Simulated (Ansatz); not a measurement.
# CH4Br: the cost of one run

Method: UKS r2SCANh/def2-SVP, in Ansatz 0.2.0.

## 1. The starting structure

Bond lengths: C3–H4 1.077 Å, C3–H5 1.077 Å, C3–H6 1.077 Å. Angles: H4–C3–H5 113.7°, H4–C3–H6 113.8°, H5–C3–H6 113.7°.

Structure file:

```xyz
6

H    -0.1126   -0.6993   -0.1678
Br   -0.3838   -2.5907   -0.7387
C     0.0928    0.6257    0.1764
H    -0.8677    0.9782    0.5124
H     0.4315    1.0912   -0.7338
H     0.8398    0.5949    0.9515
```

## 2. A restrained relaxation towards end A

Springs on the bonds that form and break draw the guess towards this end; the thresholds are loose.

Input file input.yaml:

```yaml
crystal:
  periodic: [false, false, false]
  atoms:
    - { symbol: H, position_ang: [-0.1126, -0.6993, -0.1678] }
    - { symbol: Br, position_ang: [-0.3838, -2.5907, -0.7387] }
    - { symbol: C, position_ang: [0.0928, 0.6257, 0.1764] }
    - { symbol: H, position_ang: [-0.8677, 0.9782, 0.5124] }
    - { symbol: H, position_ang: [0.4315, 1.0912, -0.7338] }
    - { symbol: H, position_ang: [0.8398, 0.5949, 0.9515] }
magnetization:
  spin_polarized: true
  initial_magnetization: 1
basis:
  gaussian: { orbitals: def2-SVP }
hamiltonian:
  xc: r2scanh
relax:
  f_tol: 0.15
  max_steps: 25
  restrain:
    - { distance: [0, 2], at: 2.37, k: 30.0 }
    - { distance: [1, 0], at: 1.51, k: 30.0 }
```

Launch:

```bash
> ansatz run input.yaml --threads 2 --pin off --max-ram 3072MiB --backend cpu --events-out ev --progress --plain --runs-dir out
```

Q: Estimate wall time and peak memory on 2 threads of Intel Xeon Platinum 8488C (Sapphire Rapids), shared host.

About 14 s, with a peak of 0.22 GiB.
